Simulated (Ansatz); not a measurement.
**C₇H₁₁FOTi: one species, many methods**

An exercise on one series of results from a longer session: the logs are not shown, and one member is left open.

The runs use Ansatz 0.2.0, Gaussian basis; functionals in def2-TZVPP, the program's frozen cores in correlated methods.

The runs, in order: LDA (SPW92), PBE-D4, revPBE-D4, BLYP-D4, r2SCAN-D4, B97M-V, PBE0-D4, B3LYP-D4, r2SCANh-D4, r2SCAN0-D4, HSE06-D4, BHLYP-D4, CAM-B3LYP-D4, LC-ωPBE, ωB97X-V, ωB97M-V, B2PLYP, PBE-QIDH; CCSD(T)/def2-SVP; CCSD(T)/def2-TZVPP; MP2/def2-QZVPP; extrapolation to the limit; RPA on PBE.

## Structure used throughout

All runs share one geometry, relaxed beforehand with PBE0-D4 in a triple-zeta def2 set.

21 atoms, charge 0, spin multiplicity 1.

Atoms are counted from 1 here; the program's logs count them from 0.

Bond lengths: C1–Ti2 2.090 Å, C1–H11 1.097 Å, C1–H12 1.094 Å, C1–H13 1.093 Å, Ti2–C3 2.089 Å, Ti2–O4 1.787 Å, Ti2–C5 2.328 Å, Ti2–C6 2.328 Å, Ti2–C7 2.397 Å, Ti2–C8 2.438 Å, Ti2–C10 2.397 Å, C3–H14 1.094 Å, C3–H15 1.093 Å, C3–H16 1.097 Å, O4–H17 0.954 Å, C5–C6 1.408 Å, C5–C10 1.415 Å, C5–H18 1.079 Å and more. Angles: Ti2–C1–H11 103.7°, Ti2–C1–H12 112.7°, Ti2–C1–H13 113.8°, H11–C1–H12 108.2°, H11–C1–H13 109.1°, H12–C1–H13 109.0°, C1–Ti2–C3 100.3°, C1–Ti2–O4 104.4°, C1–Ti2–C5 106.6°, C1–Ti2–C6 138.7°, C1–Ti2–C7 125.5°, C1–Ti2–C8 92.4°, C1–Ti2–C10 81.0°, C3–Ti2–O4 104.4°, C3–Ti2–C5 138.7°, C3–Ti2–C6 106.7°, C3–Ti2–C7 81.0°, C3–Ti2–C8 92.3° and more.

The first run:

Contents of in.yaml:

```yaml
crystal:
  periodic: [false, false, false]
  atoms:
    - {symbol: C, position_ang: [0.022963, -1.412119, -1.690187]}
    - {symbol: Ti, position_ang: [-0.509722, -0.374304, 0.043364]}
    - {symbol: C, position_ang: [0.408872, -1.567471, 1.491952]}
    - {symbol: O, position_ang: [-2.255492, -0.703262, 0.238943]}
    - {symbol: C, position_ang: [-0.644968, 1.875210, -0.541463]}
    - {symbol: C, position_ang: [-0.477536, 1.807793, 0.854947]}
    - {symbol: C, position_ang: [0.816545, 1.303129, 1.125533]}
    - {symbol: C, position_ang: [1.427409, 1.096491, -0.117685]}
    - {symbol: F, position_ang: [2.647762, 0.601650, -0.287892]}
    - {symbol: C, position_ang: [0.543000, 1.413381, -1.156339]}
    - {symbol: H, position_ang: [-0.336399, -2.431448, -1.503043]}
    - {symbol: H, position_ang: [-0.481669, -1.030337, -2.582368]}
    - {symbol: H, position_ang: [1.099748, -1.440176, -1.874394]}
    - {symbol: H, position_ang: [0.134776, -1.279936, 2.511067]}
    - {symbol: H, position_ang: [1.498217, -1.599422, 1.411467]}
    - {symbol: H, position_ang: [0.004522, -2.568495, 1.297889]}
    - {symbol: H, position_ang: [-3.147716, -0.388994, 0.362729]}
    - {symbol: H, position_ang: [-1.535736, 2.195167, -1.060550]}
    - {symbol: H, position_ang: [-1.217042, 2.066815, 1.597459]}
    - {symbol: H, position_ang: [1.259046, 1.114195, 2.089847]}
    - {symbol: H, position_ang: [0.743430, 1.322131, -2.211276]}
basis:
  gaussian: {orbitals: def2-TZVPP}
hamiltonian: {xc: lda}
output: {orbitals: {seedname: orbitals}}
```

Command:

```
$ ansatz run in.yaml --threads 4 --pin off --events-out ev --progress --plain --max-ram 66560MiB --backend cuda --devices 0, --max-vram 37GiB
```

Among the steps run: LDA; PBE-D4 (GGA); revPBE-D4 (GGA); BLYP-D4 (GGA); r2SCAN-D4 (meta-GGA); B97M-V (meta-GGA); PBE0-D4 (hybrid); B3LYP-D4 (hybrid); r2SCANh-D4 (hybrid); r2SCAN0-D4 (hybrid); HSE06-D4 (hybrid); BHLYP-D4 (hybrid); CAM-B3LYP-D4 (range-separated); LC-ωPBE (range-separated); ωB97X-V (range-separated); ωB97M-V (range-separated); B2PLYP (double hybrid); PBE-QIDH (double hybrid).

One table of the session follows, with a row left open; its other results are not shown here.

It belongs to the step «Orbital energies across the functionals». 

```
  functional  HOMO (eV)  gap (eV)
 LDA (SPW92)      -6.07      3.36
      PBE-D4      -5.94      3.50
   revPBE-D4      -5.88      3.55
     BLYP-D4          ?         ?
   r2SCAN-D4      -6.23      3.98
      B97M-V      -6.29      4.09
     PBE0-D4      -7.19      5.90
    B3LYP-D4      -6.96      5.38
  r2SCANh-D4      -6.68      4.86
  r2SCAN0-D4      -7.31      6.14
    HSE06-D4      -6.79      5.12
    BHLYP-D4      -8.13      8.13
CAM-B3LYP-D4      -8.44      8.29
     LC-ωPBE      -9.72     10.73
     ωB97X-V      -9.39     10.36
     ωB97M-V      -9.31     10.24
```

Q: Estimate the row for BLYP-D4 from the others.

Worked estimate for «HOMO (eV)». Against the share of exact exchange, B3LYP-D4 (0.2, -6.96), BHLYP-D4 (0.5, -8.13) give a slope of -3.90 per unit share; at 0 the line stands at -6.18.

The run gave: HOMO (eV): -5.83; gap (eV): 3.50. In «HOMO (eV)» the line misses by -0.35.
